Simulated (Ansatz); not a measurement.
Co, a slab with vacuum:

```
CELL_PARAMETERS angstrom
2.47056 0.00000 0.00000
-1.23528 2.13957 0.00000
0.00000 0.00000 23.08823
ATOMIC_POSITIONS crystal
Co 0.00000 0.00000 0.32484
Co 0.33333 0.66667 0.41242
Co 0.00000 0.00000 0.50000
Co 0.66667 0.33333 0.58758
Co 0.00000 0.00000 0.67516
```

The cell isn't the ideal one: the (0 0 1) slab of Co, cut from the database cell, not relaxed.

Base run:

| Property | Result |
| --- | --- |
| Program | Ansatz 0.2.0 |
| Functional | PBE |
| Potentials or basis | all-electron LAPW, scalar-relativistic |
| Cutoff | 290 eV (chosen from the basis error) |
| Basis error allowed | 0.002 eV/atom |
| k mesh | 12 × 12 × 1 |
| Occupations | fermi-dirac, width 0.05 eV |
| Spin | collinear spin, ferromagnetic start |
| Starting moments | [2.0, 2.0, 2.0, 2.0, 2.0] μB |

Its results: net moment 8.44 μB per cell; site moments Co +1.79, +1.73, +1.68 μB; largest force 0.423 eV/Å.

Task: The run is repeated on the same cell with these changes: functional from PBE to LDA. What comes out?

Result: Net moment 8.19 μB per cell; site moments Co +1.72, +1.66, +1.60 μB; largest force 0.898 eV/Å.
